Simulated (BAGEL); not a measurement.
# C2HAlCl2 (AlCl2(CCH)) at B3LYP/cc-pVDZ (density fitting with qzvpp-jkfit)

Aim: the energy change on altering one bond length of C2HAlCl2 (AlCl2(CCH)) at B3LYP/cc-pVDZ (density fitting with qzvpp-jkfit), from 2 runs. 

The results are computed with BAGEL 1.2.2.

1 further run of the same task is left out (set aside as unsound or not needed).

### Step 1. The structure to begin with

The species is C2HAlCl2 (6 atoms), meant as a singlet with charge 0. As SMILES, `C#[C][Al]([Cl])[Cl]`. The shape comes from GFN2-xTB, which is rough for such elements, and wasn't checked as a minimum.

Bond lengths: Al1–Cl2 2.026 Å, Al1–Cl3 2.027 Å, Al1–C4 1.938 Å, C4–C5 1.209 Å, C5–H6 1.055 Å. Angles: Cl2–Al1–Cl3 122.0°, Cl2–Al1–C4 119.0°, Cl3–Al1–C4 118.9°, Al1–C4–C5 179.9°, C4–C5–H6 179.9°.

### Step 2. The energy at B3LYP/cc-pVDZ (density fitting with qzvpp-jkfit)

The input, job.json:

```json
{ "bagel": [

{
  "title": "molecule",
  "basis": "cc-pvdz.json",
  "df_basis": "qzvpp-jkfit",
  "angstrom": true,
  "geometry": [
    { "atom": "Al", "xyz": [    0.607070,    1.058280,    0.009680 ] },
    { "atom": "Cl", "xyz": [    2.632720,    1.030540,    0.052430 ] },
    { "atom": "Cl", "xyz": [   -0.444300,    2.791600,   -0.020450 ] },
    { "atom": "C", "xyz": [   -0.356700,   -0.622610,   -0.003850 ] },
    { "atom": "C", "xyz": [   -0.957480,   -1.671150,   -0.013890 ] },
    { "atom": "H", "xyz": [   -1.481300,   -2.586660,   -0.023920 ] }
  ]
},
{ "title": "ks", "xc_func": "b3lyp" },
{ "title": "print", "file": "orbitals.molden", "orbitals": true }

]}
```

The basis set cc-pVDZ is read from a file made from the Basis Set Exchange's data (not shown).

On the command line:

```bash
$ BAGEL_NUM_THREADS=1 BAGEL job.json > job.out
```

The log of the run:

```text
* using 1 threads per process

  ===============================================================
  ===============================================================

  *** Geometry ***

  { "atom" : "Al", "xyz" : [      1.147196,      1.999859,      0.018293 ] },
  { "atom" : "Cl", "xyz" : [      4.975120,      1.947438,      0.099078 ] },
  { "atom" : "Cl", "xyz" : [     -0.839605,      5.275359,     -0.038645 ] },
  { "atom" : "C", "xyz" : [     -0.674065,     -1.176562,     -0.007275 ] },
  { "atom" : "C", "xyz" : [     -1.809375,     -3.158016,     -0.026248 ] },
  { "atom" : "H", "xyz" : [     -2.799251,     -4.888079,     -0.045202 ] },

  Number of auxiliary basis functions:      552

  Since a DF basis is specified, we compute 2- and 3-index integrals:
    o Being stored without compression. Storage requirement is 0.033 GB

  Number of basis functions:       87
  Number of electrons      :       60

    * METHOD: MOLECULE                             0.29

  *** Kohn-Sham DFT ***

    * Removing 10260 points whose weight is below 1.00e-10
    * Grid points: 79176

  === Nuclear Repulsion ===
   273.6737246032

       - DIIS with orbital gradients will be used.

  === KS iteration (b3lyp / cc-pvdz.json) ===
      0      -1202.00019559          0.07353660           0.41
      1      -1055.35646759          0.14487201           0.38
      2      -1121.51757937          0.08346054           0.39
      3      -1170.28560705          0.10102050           0.39
      4      -1238.68230995          0.04136265           0.40
      5      -1239.68635672          0.01022204           0.39
      6      -1239.24205185          0.03071321           0.39
      7      -1239.62185234          0.01500648           0.40
      8      -1239.76985867          0.00422652           0.40
      9      -1239.77764098          0.00143618           0.40
     10      -1239.77848993          0.00034314           0.40
     11      -1239.77860149          0.00006321           0.40
     12      -1239.77860403          0.00000873           0.40
     13      -1239.77860407          0.00000223           0.40
     14      -1239.77860408          0.00000070           0.40
     15      -1239.77860408          0.00000049           0.40
     16      -1239.77860408          0.00000009           0.39
     17      -1239.77860408          0.00000004           0.39
     18      -1239.77860408          0.00000001           0.38
     19      -1239.77860408          0.00000000           0.39
    * SCF iteration converged.

    * Permanent dipole moment:
           (    0.227160,     0.403860,     0.003774) a.u.

    * METHOD: KS                                   8.30

    * METHOD: PRINT                                0.01

  ===============================================================
```

Wall time 9 s (1 thread of Arm Neoverse V2, shared host); peak memory 0.37 GiB.

### Step 3. The distorted shape, same level

The input, input.json:

```json
{ "bagel": [

{
  "title": "molecule",
  "basis": "cc-pvdz.json",
  "df_basis": "qzvpp-jkfit",
  "angstrom": true,
  "geometry": [
    { "atom": "Al", "xyz": [    0.697199,    1.215582,    0.011186 ] },
    { "atom": "Cl", "xyz": [    2.722849,    1.187842,    0.053936 ] },
    { "atom": "Cl", "xyz": [   -0.354171,    2.948902,   -0.018944 ] },
    { "atom": "C", "xyz": [   -0.266571,   -0.465308,   -0.002344 ] },
    { "atom": "C", "xyz": [   -0.957480,   -1.671150,   -0.013890 ] },
    { "atom": "H", "xyz": [   -1.481300,   -2.586660,   -0.023920 ] }
  ]
},
{
  "title": "ks",
  "xc_func": "b3lyp"
},
{
  "title": "print",
  "file": "orbitals.molden",
  "orbitals": true
}

]}
```

The basis set cc-pVDZ is read from a file made from the Basis Set Exchange's data (not shown).

On the command line:

```bash
$ BAGEL_NUM_THREADS=1 BAGEL input.json > input.out
```

The log of the run:

```text
* using 1 threads per process

  ===============================================================
  ===============================================================

  *** Geometry ***

  { "atom" : "Al", "xyz" : [      1.317515,      2.297117,      0.021138 ] },
  { "atom" : "Cl", "xyz" : [      5.145439,      2.244696,      0.101924 ] },
  { "atom" : "Cl", "xyz" : [     -0.669286,      5.572617,     -0.035799 ] },
  { "atom" : "C", "xyz" : [     -0.503746,     -0.879305,     -0.004430 ] },
  { "atom" : "C", "xyz" : [     -1.809375,     -3.158016,     -0.026248 ] },
  { "atom" : "H", "xyz" : [     -2.799251,     -4.888079,     -0.045202 ] },

  Number of auxiliary basis functions:      552

  Since a DF basis is specified, we compute 2- and 3-index integrals:
    o Being stored without compression. Storage requirement is 0.033 GB

  Number of basis functions:       87
  Number of electrons      :       60

    * METHOD: MOLECULE                             0.28

  *** Kohn-Sham DFT ***

    * Removing 10038 points whose weight is below 1.00e-10
    * Grid points: 79398

  === Nuclear Repulsion ===
   269.7690962655

       - DIIS with orbital gradients will be used.

  === KS iteration (b3lyp / cc-pvdz.json) ===
      0      -1202.50005926          0.06907403           0.39
      1      -1056.46280674          0.14639516           0.37
      2      -1123.86851290          0.09674004           0.37
      3      -1183.19437887          0.16665288           0.37
      4      -1233.06101034          0.08271757           0.36
      5      -1231.41632999          0.07016058           0.36
      6      -1230.04231604          0.08551524           0.37
      7      -1216.12022642          0.09410425           0.36
      8      -1210.15975388          0.08158076           0.37
      9      -1226.93590769          0.07207641           0.37
     10      -1239.18179755          0.02824287           0.37
     11      -1237.74486931          0.04904047           0.37
     12      -1234.85961861          0.07432391           0.38
     13      -1236.36731611          0.07245249           0.37
     14      -1239.43967555          0.02124305           0.37
     15      -1239.73411514          0.00315420           0.38
     16      -1239.73753454          0.00156533           0.37
     17      -1239.73833763          0.00185471           0.37
     18      -1239.74020849          0.00015488           0.37
     19      -1239.74023933          0.00004141           0.37
     20      -1239.74024172          0.00001505           0.37
     21      -1239.74024188          0.00000139           0.37
     22      -1239.74024188          0.00000064           0.37
     23      -1239.74024188          0.00000020           0.37
     24      -1239.74024188          0.00000006           0.37
     25      -1239.74024188          0.00000004           0.37
     26      -1239.74024188          0.00000001           0.37
     27      -1239.74024188          0.00000000           0.37
    * SCF iteration converged.

    * Permanent dipole moment:
           (    0.231742,     0.411741,     0.003869) a.u.

    * METHOD: KS                                  10.73

    * METHOD: PRINT                                0.01

  ===============================================================
```

Wall time 11 s (1 thread of Arm Neoverse V2, shared host); peak memory 0.37 GiB.

### Step 4. What came out

Level: B3LYP/cc-pVDZ (density fitting with qzvpp-jkfit).

| quantity | value |
| --- | --- |
| first shape: total energy | -1239.77860 Eh |
| first shape: dipole moment | 1.18 D |
| first shape: HOMO energy | -8.05 eV |
| first shape: LUMO energy | -1.63 eV |
| first shape: HOMO–LUMO gap | 6.43 eV |
| distorted shape: total energy | -1239.74024 Eh |
| distorted shape: dipole moment | 1.20 D |
| distorted shape: HOMO energy | -7.47 eV |
| distorted shape: LUMO energy | -2.03 eV |
| distorted shape: HOMO–LUMO gap | 5.44 eV |
| energy change with the C4–C5 bond stretched from 1.209 to 1.390 Å | 1.044 eV |

**Reading.** With the C4–C5 bond stretched from 1.209 to 1.390 Å the energy rises by 1.04 eV (24 kcal/mol). The first shape isn't relaxed at this level, so the change isn't measured from a minimum.
